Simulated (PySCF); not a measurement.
**C₃H₆O₂S₂Si: NMR shifts, electronic excitations and K edges in gas and solvents**

Aim: compute the NMR shifts, electronic excitations and K edges of C₃H₆O₂S₂Si (`O=CO[SiH]1SCCS1`), and see what a dielectric continuum does where one was used.

Computed with PySCF 2.14.0, with density-fitted response routines of our own, on a single molecule, in the gas phase or a continuum. Atoms are numbered from 0 throughout.

## (1) The starting structure

14 atoms, charge 0, multiplicity 1; geometry from: GFN2-xTB.

Bonds of the start (Å): O0–C1 1.19, C1–O2 1.32, O2–Si3 1.65, Si3–S4 2.13, S4–C5 1.83, C5–C6 1.51, C6–S7 1.82, S7–Si3 2.13, C1–H8 1.10, Si3–H9 1.45, C5–H10 1.09, C5–H11 1.09, C6–H12 1.09, C6–H13 1.09.

## (2) Optimising the geometry at PBE0-D3(BJ)/def2-SVP

The job: settings as JSON, then the geometry in Å.

```
{"job": {"xc": "PBE0", "basis": "def2-SVP", "d3": "d3bj", "grid": 1, "kind": "geom"}, "charge": 0, "multiplicity": 1}
O      3.686247     0.263248    -0.252911
C      3.236109     0.016700     0.820342
O      1.959829     0.057355     1.137683
Si     0.742074     0.407407     0.083658
S     -0.240071    -1.347096    -0.630050
C     -1.854954    -0.978038     0.157036
C     -2.102247     0.508152     0.267243
S     -0.789525     1.311496     1.247998
H      3.837826    -0.277927     1.695387
H      1.158460     1.252499    -1.017454
H     -1.851837    -1.444681     1.141707
H     -2.613421    -1.451824    -0.464951
H     -2.128462     0.981229    -0.713653
H     -3.040706     0.701009     0.785825
```

What it wrote:

```text
step   0  E = -1353.13488689  max force = 0.031658
step   1  E = -1353.14032945  max force = 0.004562
step   2  E = -1353.14137763  max force = 0.004591
step   3  E = -1353.14142768  max force = 0.018288
step   4  E = -1353.14291361  max force = 0.006768
step   5  E = -1353.14315313  max force = 0.011721
step   6  E = -1353.14371135  max force = 0.002923
step   7  E = -1353.14381125  max force = 0.002778
step   8  E = -1353.14386690  max force = 0.000884
step   9  E = -1353.14388045  max force = 0.000282
optimisation converged
```

It took 2.7 min on 1 thread, shared host.

Relaxation path:

```csv
step,energy from step 0 (eV),largest force component (eV/Å)
0,0.0000,1.6279
1,-0.1481,0.2346
2,-0.1766,0.2361
3,-0.1780,0.9404
4,-0.2184,0.3480
5,-0.2249,0.6027
6,-0.2401,0.1503
7,-0.2428,0.1429
8,-0.2444,0.0455
9,-0.2447,0.0145
```

Distances of close pairs at the start and the end, largest changes first:

```csv
bond,before (Å),after (Å),change (Å)
O2–Si3,1.648,1.721,+0.073
Si3–H9,1.449,1.480,+0.031
C1–O2,1.316,1.331,+0.015
C6–H13,1.089,1.101,+0.012
C5–H11,1.089,1.101,+0.012
C6–H12,1.089,1.100,+0.011
C5–H10,1.090,1.100,+0.011
C6–S7,1.825,1.835,+0.010
```

The final coordinates are the input of the step that follows.

```csv
at the end point,value
point group (found at 0.08 Å tolerance),C1
"rotational constants (GHz, main isotopes)","2.128, 0.940, 0.721"
dipole moment (D),2.71
```

## (3) NMR shieldings: PBE0/pcSseg-1 in chloroform

The job: settings as JSON, then the geometry in Å.

```
{"job": {"kind": "nmr", "xc": "PBE0", "basis": "pcSseg-1", "solvent": "chloroform", "pop": true}, "charge": 0, "multiplicity": 1}
O      3.326965    -0.486256    -0.204348
C      3.029953    -0.168021     0.912950
O      1.868584     0.388342     1.249200
Si     0.744242     0.730304    -0.007642
S     -0.114372    -0.975780    -0.938688
C     -1.613247    -0.977006     0.119251
C     -2.173779     0.418794     0.284603
S     -0.937494     1.572594     0.996768
H      3.684026    -0.303074     1.799550
H      1.437418     1.624380    -0.961398
H     -1.369781    -1.424304     1.094621
H     -2.339238    -1.629324    -0.390204
H     -2.523453     0.818165    -0.678937
H     -3.019927     0.414876     0.989324
```

With the program's defaults for keys left out, this is: GIAO PBE0/pcSseg-1 NMR shielding, non-relativistic, IEF-PCM chloroform.

What it wrote:

```text
coarse grid: 14024 points
cycle   1  E = -1353.3799893702  dE =  1.224e+00  |g| = 9.011e-01  |ddm| = 3.603e+00
cycle   2  E = -1353.1313567262  dE =  2.486e-01  |g| = 1.477e+00  |ddm| = 1.478e+00
cycle   3  E = -1353.5249479010  dE = -3.936e-01  |g| = 2.003e-01  |ddm| = 9.546e-01
cycle   4  E = -1353.5313314039  dE = -6.384e-03  |g| = 8.065e-02  |ddm| = 1.653e-01
cycle   5  E = -1353.5323822329  dE = -1.051e-03  |g| = 1.729e-02  |ddm| = 5.357e-02
cycle   6  E = -1353.5324471402  dE = -6.491e-05  |g| = 3.829e-03  |ddm| = 2.147e-02
cycle   7  E = -1353.5324505057  dE = -3.365e-06  |g| = 9.444e-04  |ddm| = 4.983e-03
final grid: 123696 points
cycle   8  E = -1353.6035377161  dE = -1.580e-05  |g| = 1.264e-02  |ddm| = 2.590e-02
cycle   9  E = -1353.6034981028  dE =  3.961e-05  |g| = 1.901e-02  |ddm| = 2.051e-02
cycle  10  E = -1353.6035682254  dE = -7.012e-05  |g| = 1.879e-03  |ddm| = 1.234e-02
cycle  11  E = -1353.6035688392  dE = -6.138e-07  |g| = 4.266e-04  |ddm| = 1.360e-03
cycle  12  E = -1353.6035688725  dE = -3.334e-08  |g| = 1.079e-04  |ddm| = 3.734e-04
cycle  13  E = -1353.6035688748  dE = -2.319e-09  |g| = 2.745e-05  |ddm| = 1.171e-04
cycle  14  E = -1353.6035688750  dE = -1.671e-10  |g| = 1.020e-05  |ddm| = 3.315e-05
converged SCF energy = -1353.6035688750

GIAO shielding tensors (ppm)
atom      isotropic    diamagn.    paramagn.     s11        s22        s33       span
  0 O     -126.053     403.687    -529.740   -379.281   -249.016    250.137    629.418
  1 C       15.452     242.947    -227.495    -81.343     50.862     76.838    158.181
  2 O       80.456     402.066    -321.609    -62.919    141.665    162.622    225.542
  3 Si     316.594     879.479    -562.886    277.620    323.930    348.230     70.610
  4 S      572.584    1059.786    -487.202    470.710    562.056    684.986    214.276
  5 C      144.685     252.522    -107.837    111.907    155.893    166.254     54.347
  6 C      142.725     251.257    -108.532    106.155    156.531    165.490     59.335
  7 S      610.449    1058.500    -448.051    488.473    580.091    762.783    274.310
  8 H       23.324      23.289       0.035     18.723     22.917     28.334      9.611
  9 H       25.021      28.580      -3.559     20.984     22.949     31.129     10.144
 10 H       28.496      31.218      -2.722     22.941     26.331     36.216     13.275
 11 H       28.031      29.665      -1.634     21.312     26.009     36.772     15.460
 12 H       28.545      30.034      -1.489     22.517     26.455     36.663     14.145
 13 H       27.939      28.716      -0.777     21.172     25.931     36.713     15.541
```

It took 43 s on 1 thread, shared host.

Shifts follow as δ = σ(reference) − σ, with reference shieldings (ppm) from runs at the same level and on the same kind of geometry: 1H TMS 31.25, 13C TMS 185.2, 29Si TMS 351.9, 17O H2O 341.0, 33S CS2 495. The references are single molecules in the same continuum, so shifts against H2O, NH3, PH3, H3PO4 or CFCl3 are not on the usual liquid scales and can be off by tens of ppm. Atoms listed in one row are averaged.

```csv
atoms,environment,σ (ppm),δ (ppm)
C1,carbonyl carbon,15.5,169.7
"C5, C6",sp3 CH2 bonded to S,143.7,41.5
H8,hydrogen on a carbonyl carbon,23.32,7.92
H9,"hydrogen on a silicon bonded to O, 2 S, in a 5-membered ring",25.02,6.23
"H10, H13",hydrogen on an sp3 CH2 bonded to S,28.22,3.03
"H11, H12",hydrogen on an sp3 CH2 bonded to S,28.29,2.96
O0,carbonyl oxygen,-126.1,467.0
O2,"oxygen bonded to C, Si",80.5,260.5
Si3,"silicon bonded to O, 2 S, H, in a 5-membered ring",316.6,35.3
"S4, S7","sulfur bonded to C, Si, in a 5-membered ring",592,-96
```

The run also stored atomic charges by several schemes (e):

```csv
atoms,Mulliken,IAO,Hirshfeld,ESP fit
O0,-0.43,-0.46,-0.27,-0.51
C1,0.46,0.42,0.19,0.59
O2,-0.57,-0.58,-0.20,-0.42
Si3,0.84,0.89,0.34,0.60
"S4, S7",-0.27,-0.18,-0.09,-0.25
"C5, C6",-0.32,-0.33,-0.06,-0.31
```

Mayer bond orders: O0–C1 1.92, C1–O2 1.11, O2–Si3 0.79, Si3–S4 1.01, S4–C5 0.97, C5–C6 1.01, C6–S7 0.98, S7–Si3 1.00.

Ring of atoms Si3, S4, C5, C6, S7: NICS(0) -9.2, NICS(1) -5.4, NICS(1)zz -3.5 ppm (means of both faces).

## (4) Ultraviolet spectrum: CAM-B3LYP/def2-SVPD

Settings changed since step 3:

```diff
@@ -1,2 +1,2 @@
-{"job": {"kind": "nmr", "xc": "PBE0", "basis": "pcSseg-1", "solvent": "chloroform", "pop": true}, "charge": 0, "multiplicity": 1}
+{"job": {"kind": "uv", "xc": "CAM-B3LYP", "basis": "def2-SVPD", "dynamic": true, "nstates": 6, "ntriplets": 0}, "charge": 0, "multiplicity": 1}
 O      3.326965    -0.486256    -0.204348
```

With the program's defaults for keys left out, this is: TDDFT CAM-B3LYP/def2-SVPD, vertical, gas phase, core orbitals frozen in the response.

What it wrote:

```text
coarse grid: 14024 points
cycle   1  E = -1353.3985962006  dE =  1.322e+00  |g| = 9.548e-01  |ddm| = 5.214e+00
cycle   2  E = -1353.2364777135  dE =  1.621e-01  |g| = 1.388e+00  |ddm| = 2.508e+00
cycle   3  E = -1353.5860252819  dE = -3.495e-01  |g| = 1.717e-01  |ddm| = 1.455e+00
cycle   4  E = -1353.5907679011  dE = -4.743e-03  |g| = 7.879e-02  |ddm| = 2.123e-01
cycle   5  E = -1353.5918755750  dE = -1.108e-03  |g| = 1.580e-02  |ddm| = 8.533e-02
cycle   6  E = -1353.5919390553  dE = -6.348e-05  |g| = 4.266e-03  |ddm| = 3.363e-02
cycle   7  E = -1353.5919449089  dE = -5.854e-06  |g| = 1.140e-03  |ddm| = 1.075e-02
final grid: 123696 points
cycle   8  E = -1353.7582690858  dE = -2.341e-05  |g| = 2.305e-03  |ddm| = 4.899e-02
cycle   9  E = -1353.7582686812  dE =  4.046e-07  |g| = 2.922e-03  |ddm| = 6.758e-03
cycle  10  E = -1353.7582703420  dE = -1.661e-06  |g| = 4.156e-04  |ddm| = 3.050e-03
cycle  11  E = -1353.7582703683  dE = -2.625e-08  |g| = 2.613e-04  |ddm| = 7.034e-04
cycle  12  E = -1353.7582703826  dE = -1.427e-08  |g| = 5.551e-05  |ddm| = 3.598e-04
cycle  13  E = -1353.7582703834  dE = -8.117e-10  |g| = 1.605e-05  |ddm| = 1.044e-04
converged SCF energy = -1353.7582703834

Static polarisability (au): isotropic 102.564, principal 84.407 103.536 119.749

Singlet excitations
state   eV       nm        f      main configurations
  1   5.4548    227.3   0.00170   H->L 0.73
  2   5.6882    218.0   0.00386   H-3->L+1 0.34, H-1->L 0.32, H-3->L 0.12
  3   5.8190    213.1   0.00131   H-1->L 0.33, H-1->L+1 0.16, H-3->L+1 0.11
  4   6.5154    190.3   0.02653   H->L+1 0.48, H->L+2 0.14, H-1->L 0.09
  5   6.6263    187.1   0.00584   H-1->L+1 0.26, H->L+2 0.18, H-1->L+2 0.10
  6   6.9966    177.2   0.01035   H->L+7 0.31, H-2->L 0.21, H->L+2 0.12
```

Wall time 82 s (1 thread, shared host).

Frontier orbitals and where they lie:

```csv
orbital,eV,atoms
HOMO−3,-10.24,"O0 64 %, C1 11 %, O2 10 %"
HOMO−2,-10.16,"S4 39 %, S7 34 %, Si3 11 %"
HOMO−1,-8.92,"S4 39 %, S7 26 %, Si3 8 %"
HOMO,-8.62,"S7 44 %, S4 31 %, C6 7 %"
LUMO,0.35,"S7 25 %, S4 20 %, Si3 12 %"
LUMO+1,0.76,"C1 24 %, O0 18 %, S4 13 %"
LUMO+2,1.07,"S7 35 %, Si3 17 %, O2 11 %"
```

With each of the 6 states as a Gaussian band of 0.4 eV half-width at 1/e, the curve within the window shown has maxima at 189 nm (ε 1,400) L/(mol cm). Beyond the last state computed it falls off for lack of states. The curve at chosen wavelengths:

(nm, ε (L/mol/cm)): (170, 277), (173, 458), (177, 750), (180, 988), (184, 1278), (187, 1407), (190, 1406), (194, 1205), (197, 964), (201, 646), (204, 468), (207, 357), (211, 291), (214, 277), (218, 269), (221, 257), (224, 237), (228, 197), (231, 164), (235, 120), (238, 90), (241, 66), (245, 41), (248, 28), (252, 16), (255, 10)

Ground-state properties from the same run:

```csv
property,computed
dipole moment (D),2.85
polarisability (Å³),15.20
HOMO–LUMO gap (eV),8.97
−ε(HOMO) (eV),8.62
C6 with itself (au),4098
```

## (5) Excited states and response: CAM-B3LYP/def2-SVPD in chloroform

Settings changed since step 4:

```diff
@@ -1,2 +1,2 @@
-{"job": {"kind": "uv", "xc": "CAM-B3LYP", "basis": "def2-SVPD", "dynamic": true, "nstates": 6, "ntriplets": 0}, "charge": 0, "multiplicity": 1}
+{"job": {"kind": "uv", "xc": "CAM-B3LYP", "basis": "def2-SVPD", "solvent": "chloroform", "nstates": 6, "ntriplets": 0}, "charge": 0, "multiplicity": 1}
 O      3.326965    -0.486256    -0.204348
```

Level: TDDFT CAM-B3LYP/def2-SVPD, vertical, IEF-PCM chloroform (non-equilibrium linear response), core orbitals frozen in the response.

What it wrote:

```text
coarse grid: 14024 points
cycle   1  E = -1353.4175620186  dE =  1.304e+00  |g| = 9.365e-01  |ddm| = 5.217e+00
cycle   2  E = -1353.2931283015  dE =  1.244e-01  |g| = 1.298e+00  |ddm| = 2.408e+00
cycle   3  E = -1353.5968919239  dE = -3.038e-01  |g| = 1.323e-01  |ddm| = 1.378e+00
cycle   4  E = -1353.5996020180  dE = -2.710e-03  |g| = 7.014e-02  |ddm| = 1.821e-01
cycle   5  E = -1353.6004706399  dE = -8.686e-04  |g| = 1.504e-02  |ddm| = 7.362e-02
cycle   6  E = -1353.6005270673  dE = -5.643e-05  |g| = 3.554e-03  |ddm| = 3.068e-02
cycle   7  E = -1353.6005311972  dE = -4.130e-06  |g| = 9.526e-04  |ddm| = 8.972e-03
final grid: 123696 points
cycle   8  E = -1353.7668108797  dE = -2.366e-05  |g| = 2.065e-03  |ddm| = 4.840e-02
cycle   9  E = -1353.7668107402  dE =  1.395e-07  |g| = 2.492e-03  |ddm| = 6.307e-03
cycle  10  E = -1353.7668119244  dE = -1.184e-06  |g| = 3.446e-04  |ddm| = 2.550e-03
cycle  11  E = -1353.7668119425  dE = -1.800e-08  |g| = 2.366e-04  |ddm| = 5.916e-04
cycle  12  E = -1353.7668119540  dE = -1.160e-08  |g| = 4.696e-05  |ddm| = 3.116e-04
cycle  13  E = -1353.7668119546  dE = -5.721e-10  |g| = 1.565e-05  |ddm| = 8.018e-05
converged SCF energy = -1353.7668119546

Static polarisability (au): isotropic 129.721, principal 107.794 133.121 148.249

Singlet excitations
state   eV       nm        f      main configurations
  1   5.5015    225.4   0.00234   H->L 0.66, H->L+1 0.14
  2   5.7552    215.4   0.00635   H-1->L 0.47, H-3->L+1 0.21, H-3->L 0.14
  3   5.8802    210.9   0.00079   H-1->L+1 0.28, H-3->L 0.21, H-1->L 0.14
  4   6.5054    190.6   0.03732   H->L+1 0.44, H->L+2 0.12, H-1->L 0.10
  5   6.6133    187.5   0.01091   H->L+2 0.27, H-1->L+1 0.22, H-1->L+2 0.12
  6   7.0156    176.7   0.02801   H->L+7 0.33, H-2->L 0.14, H->L+2 0.12
```

It took 68 s on 1 thread, shared host.

Key values: HOMO -8.56 eV, LUMO 0.46 eV; lowest singlet 5.50 eV.

## (6) Core excitations: BHandHLYP/def2-SVPD+aug-pcX-1+pcseg-1

Settings changed since step 5:

```diff
@@ -1,2 +1,2 @@
-{"job": {"kind": "uv", "xc": "CAM-B3LYP", "basis": "def2-SVPD", "solvent": "chloroform", "nstates": 6, "ntriplets": 0}, "charge": 0, "multiplicity": 1}
+{"job": {"kind": "xas", "xc": "BHandHLYP", "basis": {"default": "aug-pcX-1", "H": "pcseg-1", "Si": "def2-SVPD", "S": "def2-SVPD"}}, "charge": 0, "multiplicity": 1}
 O      3.326965    -0.486256    -0.204348
```

With the program's defaults for keys left out, this is: core-valence-separated TDA BHandHLYP/aug-pcX-1 H:pcseg-1 Si:def2-SVPD S:def2-SVPD, K edges, non-relativistic, gas phase.

What it wrote:

```text
coarse grid: 14024 points
cycle   1  E = -1353.5742634748  dE =  1.333e+00  |g| = 9.073e-01  |ddm| = 4.636e+00
cycle   2  E = -1353.4879388489  dE =  8.632e-02  |g| = 1.201e+00  |ddm| = 1.722e+00
cycle   3  E = -1353.7369079301  dE = -2.490e-01  |g| = 1.446e-01  |ddm| = 9.025e-01
cycle   4  E = -1353.7399229000  dE = -3.015e-03  |g| = 7.765e-02  |ddm| = 1.727e-01
cycle   5  E = -1353.7409486737  dE = -1.026e-03  |g| = 1.178e-02  |ddm| = 7.444e-02
cycle   6  E = -1353.7409860763  dE = -3.740e-05  |g| = 3.834e-03  |ddm| = 2.400e-02
cycle   7  E = -1353.7409908151  dE = -4.739e-06  |g| = 1.090e-03  |ddm| = 8.420e-03
final grid: 123696 points
cycle   8  E = -1353.8464591251  dE = -7.085e-05  |g| = 2.704e-03  |ddm| = 4.131e-02
cycle   9  E = -1353.8464590498  dE =  7.529e-08  |g| = 2.391e-03  |ddm| = 6.189e-03
cycle  10  E = -1353.8464601871  dE = -1.137e-06  |g| = 6.475e-04  |ddm| = 3.415e-03
cycle  11  E = -1353.8464602593  dE = -7.222e-08  |g| = 2.799e-04  |ddm| = 7.611e-04
cycle  12  E = -1353.8464602742  dE = -1.488e-08  |g| = 4.642e-05  |ddm| = 3.081e-04
cycle  13  E = -1353.8464602750  dE = -7.778e-10  |g| = 2.235e-05  |ddm| = 9.656e-05
converged SCF energy = -1353.8464602750

C K edge
   eV          f      from atoms
  284.916   0.08649   C1
  285.092   0.05012   C6
  285.207   0.05381   C5
  286.667   0.01480   C5 C6
  286.681   0.03167   C6 C5
  287.259   0.00722   C5 C6
  287.270   0.05899   C6 C5
  287.657   0.00032   C5
  287.762   0.00135   C6
  288.027   0.00385   C5
  288.071   0.00209   C6
  288.250   0.00430   C5
  288.336   0.00511   C6
  288.525   0.00011   C6
  288.595   0.00024   C5
  288.776   0.00193   C5

O K edge
   eV          f      from atoms
  529.326   0.04633   O0
  532.491   0.02052   O2
  533.904   0.00347   O0
  533.962   0.01850   O2
  534.291   0.00094   O0
  534.461   0.00943   O2
  534.505   0.00054   O0
  534.705   0.00493   O0
  534.766   0.00312   O0
  534.916   0.00288   O2
  535.217   0.00127   O0
  535.220   0.00174   O2
```

It took 48 s on 1 thread, shared host.

## (7) Side by side: electronic excitations

Excitations and ground-state properties, with basis size and wall time:

```csv
run,lowest singlet (eV),brightest (eV),f,gap (eV),α (Å³),μ (D),functions,time
CAM-B3LYP/def2-SVPD,5.45,6.52,0.027,8.97,15.20,2.85,232,82 s
CAM-B3LYP/def2-SVPD in chloroform,5.50,6.51,0.037,9.02,19.22,3.60,232,68 s
```

## (8) Outcome

| quantity | value |
| --- | --- |
| point group | C1 |
| rotational constants (main isotopes) | 2.13, 0.94, 0.72 GHz |
| 13C shifts against TMS (PBE0/pcSseg-1, chloroform, means over atoms taken as alike) | 169.7, 41.5 ppm |
| 1H shifts against TMS (PBE0/pcSseg-1, chloroform, means over atoms taken as alike) | 7.92, 6.23, 3.03, 2.96 ppm |
| 17O shifts against H2O (PBE0/pcSseg-1, chloroform) | 467.0, 260.5 ppm |
| 29Si shifts against TMS (PBE0/pcSseg-1, chloroform) | 35.3 ppm |
| 33S shifts against CS2 (PBE0/pcSseg-1, chloroform, means over atoms taken as alike) | -96 ppm |
| lowest singlet (CAM-B3LYP/def2-SVPD) | 5.45 eV (227 nm), f = 0.002 |
| brightest single state of those computed | state 4, 6.52 eV, f = 0.027 |
| C K edge | first line 284.92 eV, strongest 284.92 eV (f = 0.086) |
| O K edge | first line 529.33 eV, strongest 529.33 eV (f = 0.046) |
| range of the lowest singlet | 5.45 to 5.50 eV |

In words: Relaxing lowered the energy by 0.245 eV in 9 steps; the close pair that moved most is O2–Si3, from 1.648 to 1.721 Å. At PBE0/pcSseg-1: The largest span, 629 ppm, is at O0, where the paramagnetic term is -530 ppm. The lowest singlet, at 5.45 eV, is HOMO→LUMO 0.73 and is weak; of the 6 states computed, the strongest absorption comes from state 4 at 6.52 eV. At the C edge the strongest single line lifts a 1s electron of C1 into several orbitals, led by LUMO+1 (weight 0.47), and it is the first line. At the O edge the strongest single line lifts a 1s electron of O0 into several orbitals, led by LUMO+1 (weight 0.51), and it is the first line. Absolute edge energies from this method are off by several eV; spacings are better. The lowest singlet runs from 5.45 eV (CAM-B3LYP/def2-SVPD) to 5.50 eV (CAM-B3LYP/def2-SVPD in chloroform), while the orbital gap spans 8.97 to 9.02 eV. The lowest state need not be the same one in every run.
